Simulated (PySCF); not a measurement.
# C2H3AlBr2 (SMILES Br/C=[CH]/[AlH][Br]): levels of theory compared

Wanted: a comparison of 6 runs (HF/STO-3G, HF/3-21G, HF/def2-TZVP, B3LYP/6-31G*, PBE0/def2-SVP) of C2H3AlBr2. 

The calculation is run with PySCF 2.14.0.

1 further run of the same task is left out (for a known fault of the program).

## (1) Starting point

The species is C2H3AlBr2 (8 atoms), meant as a singlet with charge 0. SMILES: `Br/C=[CH]/[AlH][Br]`. The shape comes from GFN2-xTB, which is rough for such elements, and wasn't checked as a minimum. This is one conformer, not always the lowest.

Bond lengths: Br1–C2 1.911 Å, C2–C3 1.330 Å, C3–Al4 1.979 Å, Al4–Br5 2.248 Å, C2–H6 1.083 Å, C3–H7 1.089 Å, Al4–H8 1.528 Å. Angles: Br1–C2–C3 124.5°, C2–C3–Al4 118.6°, C3–Al4–Br5 121.1°, Br1–C2–H6 111.2°, C3–C2–H6 124.4°, C2–C3–H7 118.0°, Al4–C3–H7 123.4°, C3–Al4–H8 121.7°, Br5–Al4–H8 117.2°.

## (2) Energy and gradient at HF/STO-3G (run 1)

Contents of job.py:

```python
# Br/C=[CH]/[AlH][Br]
import pyscf.grad
from pyscf import gto

mol = gto.M(
    atom=[
    ('Br', (1.265300, -0.546570, 2.825010)),
    ('C', (0.500390, 0.080810, 1.189590)),
    ('C', (0.146560, -0.703090, 0.174970)),
    ('Al', (-0.629280, 0.131710, -1.442530)),
    ('Br', (-0.918310, 2.356920, -1.574630)),
    ('H', (0.392120, 1.158400, 1.196160)),
    ('H', (0.301120, -1.776220, 0.280190)),
    ('H', (-1.057900, -0.701970, -2.648750)),
],
    basis='sto-3g',
    max_memory=1860,
    spin=0,
    charge=0,
    verbose=3,
)

calc0 = mol.RHF()
calc0.conv_tol = 1e-10
calc0.kernel()
if not calc0.converged:
    calc0 = calc0.newton().run(calc0.mo_coeff, calc0.mo_occ)

e_tot = calc0.e_tot
print('E = %.10f Eh' % e_tot)
grad = calc0.Gradients().kernel()
dip = calc0.dip_moment()
pop, q = calc0.mulliken_pop()
```

Run with:

```
$ OMP_NUM_THREADS=1 python job.py
```

Standard output:

```text
converged SCF energy = -5404.95869994614
E = -5404.9586999461 Eh
--------------- RHF gradients ---------------
         x                y                z
0 Br     0.0054814917    -0.0042287456     0.0117094583
1 C    -0.0016362368     0.0293348284     0.0031378155
2 C     0.0079443448    -0.0431271100     0.0083237217
3 Al    -0.0028253378     0.0152045782    -0.0033625922
4 Br    -0.0047053801     0.0247512612    -0.0048972282
5 H     0.0015993300    -0.0029998150     0.0031544198
6 H     0.0017176510    -0.0041365765     0.0031691022
7 H    -0.0075758628    -0.0147984206    -0.0212346971
----------------------------------------------
Dipole moment(X, Y, Z, Debye): -0.47401, -1.86594, -1.57592
 ** Mulliken pop  **
pop of  0 Br 1s           2.00000
pop of  0 Br 2s           1.99982
pop of  0 Br 3s           1.99952
pop of  0 Br 4s           1.94189
pop of  0 Br 2px          1.99995
pop of  0 Br 2py          1.99997
pop of  0 Br 2pz          1.99982
pop of  0 Br 3px          1.99743
pop of  0 Br 3py          1.99849
pop of  0 Br 3pz          1.99034
pop of  0 Br 4px          1.83521
pop of  0 Br 4py          1.90465
pop of  0 Br 4pz          1.37912
pop of  0 Br 3dxy         1.99992
pop of  0 Br 3dyz         1.99967
pop of  0 Br 3dz^2        1.99952
pop of  0 Br 3dxz         1.99954
pop of  0 Br 3dx2-y2      1.99998
pop of  1 C 1s            1.99339
pop of  1 C 2s            1.21035
pop of  1 C 2px           1.01476
pop of  1 C 2py           0.99139
pop of  1 C 2pz           0.90638
pop of  2 C 1s            1.99336
pop of  2 C 2s            1.26525
pop of  2 C 2px           0.98653
pop of  2 C 2py           0.98572
pop of  2 C 2pz           1.06518
pop of  3 Al 1s           1.99946
pop of  3 Al 2s           1.98211
pop of  3 Al 3s           0.98768
pop of  3 Al 2px          1.93019
pop of  3 Al 2py          1.93788
pop of  3 Al 2pz          1.94098
pop of  3 Al 3px          0.23056
pop of  3 Al 3py          0.50316
pop of  3 Al 3pz          0.54321
pop of  4 Br 1s           2.00000
pop of  4 Br 2s           1.99983
pop of  4 Br 3s           1.99959
pop of  4 Br 4s           1.96948
pop of  4 Br 2px          1.99998
pop of  4 Br 2py          1.99984
pop of  4 Br 2pz          1.99999
pop of  4 Br 3px          1.99897
pop of  4 Br 3py          1.99114
pop of  4 Br 3pz          1.99942
pop of  4 Br 4px          1.93886
pop of  4 Br 4py          1.50295
pop of  4 Br 4pz          1.96933
pop of  4 Br 3dxy         1.99989
pop of  4 Br 3dyz         1.99992
pop of  4 Br 3dz^2        1.99980
pop of  4 Br 3dxz         2.00000
pop of  4 Br 3dx2-y2      1.99944
pop of  5 H 1s            0.92793
pop of  6 H 1s            0.94648
pop of  7 H 1s            1.24479
 ** Mulliken atomic charges  **
charge of    0Br =     -0.04483
charge of    1C =     -0.11627
charge of    2C =     -0.29605
charge of    3Al =      0.94478
charge of    4Br =     -0.36843
charge of    5H =      0.07207
charge of    6H =      0.05352
charge of    7H =     -0.24479
```

It took 5.4 s on 1 thread of Intel Xeon Platinum 8375C at 2.90GHz (Ice Lake), shared host; peak memory 0.13 GiB.

## (3) Energy and forces at HF/3-21G (run 2)

Contents of calc.py:

```python
from pyscf import gto, scf

mol = gto.Mole()
mol.atom = '''
Br   1.265300  -0.546570   2.825010
C    0.500390   0.080810   1.189590
C    0.146560  -0.703090   0.174970
Al  -0.629280   0.131710  -1.442530
Br  -0.918310   2.356920  -1.574630
H    0.392120   1.158400   1.196160
H    0.301120  -1.776220   0.280190
H   -1.057900  -0.701970  -2.648750
'''
mol.max_memory = 1860
mol.basis = '3-21g'
mol.verbose = 4
mol.build()

mf = scf.RHF(mol)
mf.conv_tol = 1e-10
mf.kernel()
if not mf.converged:
    mf = mf.newton().run(mf.mo_coeff, mf.mo_occ)

etot = mf.e_tot
print('E(%s) = %.9f' % ('HF', etot))
grad = mf.nuc_grad_method().kernel()
mf.analyze()
```

Run with:

```
$ OMP_NUM_THREADS=1 python calc.py
```

Standard output:

```text
PySCF version 2.14.0

[... 91 lines left out ...]
MO #4   energy= -64.7730819069269  occ= 2
[... 10 lines left out ...]
MO #15  energy= -9.76870059177911  occ= 2
[... 10 lines left out ...]
MO #26  energy= -3.09459402181373  occ= 2
[... 10 lines left out ...]
MO #37  energy= -1.0028454698823   occ= 2
[... 10 lines left out ...]
MO #48  energy= -0.400645521644346 occ= 2
[... 10 lines left out ...]
MO #59  energy= 0.352318177786285  occ= 0
[... 10 lines left out ...]
MO #70  energy= 0.990380623806709  occ= 0
[... 10 lines left out ...]
MO #81  energy= 1.9593741947842    occ= 0
[... 92 lines left out ...]
Dipole moment(X, Y, Z, Debye): -0.09153, -1.57395, -0.60878
```

Run time: 5.1 s. Hardware: 1 thread of Intel Xeon Platinum 8375C at 2.90GHz (Ice Lake), shared host; peak memory 0.16 GiB.

## (4) Energy and forces at HF/def2-TZVP (run 3)

Contents of input.py:

```python
# Br/C=[CH]/[AlH][Br]
import pyscf.grad
from pyscf import gto, scf

mol = gto.M(
    atom='''
Br   1.265300  -0.546570   2.825010
C    0.500390   0.080810   1.189590
C    0.146560  -0.703090   0.174970
Al  -0.629280   0.131710  -1.442530
Br  -0.918310   2.356920  -1.574630
H    0.392120   1.158400   1.196160
H    0.301120  -1.776220   0.280190
H   -1.057900  -0.701970  -2.648750
''',
    max_memory=1860,
    verbose=3,
    basis='def2-tzvp',
    spin=0,
)

hf = scf.RHF(mol)
hf.conv_tol = 1e-10
hf.kernel()
if not hf.converged:
    hf = hf.newton().run(hf.mo_coeff, hf.mo_occ)

e_tot = hf.e_tot
print('Final energy', e_tot)
grad = hf.Gradients().kernel()
hf.analyze()
```

Run with:

```
$ OMP_NUM_THREADS=1 python input.py
```

Standard output:

```text
converged SCF energy = -5464.32024129975
[... 22 lines left out ...]
MO #13  energy= -11.2397239041268  occ= 2
[... 24 lines left out ...]
MO #38  energy= -0.980435623519899 occ= 2
[... 24 lines left out ...]
MO #63  energy= 0.297585465324019  occ= 0
[... 24 lines left out ...]
MO #88  energy= 0.653924145330704  occ= 0
[... 24 lines left out ...]
MO #113 energy= 1.27854069091883   occ= 0
[... 24 lines left out ...]
MO #138 energy= 1.8822979141833    occ= 0
[... 24 lines left out ...]
MO #163 energy= 2.61725079221188   occ= 0
[... 24 lines left out ...]
MO #188 energy= 3.96429455003479   occ= 0
[... 24 lines left out ...]
MO #213 energy= 23.6519895059228   occ= 0
[... 9 lines left out ...]
Dipole moment(X, Y, Z, Debye): -0.28483, -0.88678, -0.89070
```

It took 4.4 min on 1 thread of Intel Xeon Platinum 8375C at 2.90GHz (Ice Lake), shared host; peak memory 0.13 GiB.

Runs 4 to 5 aren't shown in full; the table further down has their settings and results.

## (5) Energy and gradient at PBE0/def2-SVP (run 6)

Contents of calc.py:

```python
import pyscf.grad
from pyscf import gto, dft

system = gto.Mole()
system.atom = '''
Br       1.265300      -0.546570       2.825010
C        0.500390       0.080810       1.189590
C        0.146560      -0.703090       0.174970
Al      -0.629280       0.131710      -1.442530
Br      -0.918310       2.356920      -1.574630
H        0.392120       1.158400       1.196160
H        0.301120      -1.776220       0.280190
H       -1.057900      -0.701970      -2.648750
'''
system.spin = 0
system.verbose = 4
system.charge = 0
system.basis = 'def2-svp'
system.max_memory = 1860
system.build()

ks = dft.RKS(system)
ks.xc = 'pbe0'
ks.conv_tol = 1e-10
ks.grids.level = 5
ks.kernel()
if not ks.converged:
    ks = ks.newton().run(ks.mo_coeff, ks.mo_occ)

e_tot = ks.e_tot
print('E(%s) = %.9f' % ('PBE0', e_tot))
grad = ks.Gradients().kernel()
ks.analyze()
```

Run with:

```
$ OMP_NUM_THREADS=1 python calc.py
```

Standard output:

```text
PySCF version 2.14.0

[... 94 lines left out ...]
One-electron Energy =                -8661.756358469177940
[... 17 lines left out ...]
MO #13  energy= -10.247184305419   occ= 2
[... 15 lines left out ...]
MO #29  energy= -2.66865413865018  occ= 2
[... 15 lines left out ...]
MO #45  energy= -0.33586634179566  occ= 2
[... 15 lines left out ...]
MO #61  energy= 0.293727597941427  occ= 0
[... 15 lines left out ...]
MO #77  energy= 0.566136537479033  occ= 0
[... 15 lines left out ...]
MO #93  energy= 0.955203513109917  occ= 0
[... 15 lines left out ...]
MO #109 energy= 2.19170487525044   occ= 0
[... 15 lines left out ...]
MO #125 energy= 3.79221418562053   occ= 0
[... 136 lines left out ...]
Dipole moment(X, Y, Z, Debye): -0.13576, -0.77827, -0.51549
```

Run time: 62 s. Hardware: 1 thread of Intel Xeon Platinum 8375C at 2.90GHz (Ice Lake), shared host; peak memory 1.3 GiB.

## (6) All runs side by side

| run | level | integration grid | Cartesian functions | energy (Eh) | dipole moment (D) | HOMO energy (eV) | LUMO energy (eV) | wall time |
| --- | --- | --- | --- | --- | --- | --- | --- | --- |
| 1 | HF/STO-3G | – | no | -5404.958700 | 2.49 | -7.56 | 6.50 | 5.4 s |
| 2 | HF/3-21G | – | no | -5437.781561 | 1.69 | -9.99 | 0.89 | 5.1 s |
| 3 | HF/def2-TZVP | – | no | -5464.320241 | 1.29 | -10.13 | 0.94 | 4.4 min |
| 4 | B3LYP/6-31G* (spherical functions) | 5 | no | -5468.240906 | 1.13 | -7.34 | -2.08 | 72 s |
| 5 | B3LYP/6-31G* (Cartesian functions) | 5 | yes | -5468.261134 | 1.13 | -7.34 | -2.08 | 67 s |
| 6 | PBE0/def2-SVP | 5 | no | -5467.237407 | 0.94 | -7.63 | -1.93 | 62 s |

## (7) Outcome

| quantity | value |
| --- | --- |
| run 6: total energy | -5467.23741 Eh |
| run 6: dipole moment | 0.94 D |
| run 6: HOMO energy | -7.63 eV |
| run 6: LUMO energy | -1.93 eV |
| run 6: HOMO–LUMO gap | 5.70 eV |
| run 6: largest force on an atom | 1.020 eV/Å |

In words: The dipole moment (its size) runs from 0.94 D (PBE0/def2-SVP) to 2.49 D (HF/STO-3G). The two ends differ in method and basis. The HOMO–LUMO gap runs from 5.26 eV (B3LYP/6-31G*) to 14.06 eV (HF/STO-3G). Totals of different functionals can't be ranked against each other. In run 1 the basis is minimal, so the values are rough. All runs together took 7.9 min, the longest 4.4 min.
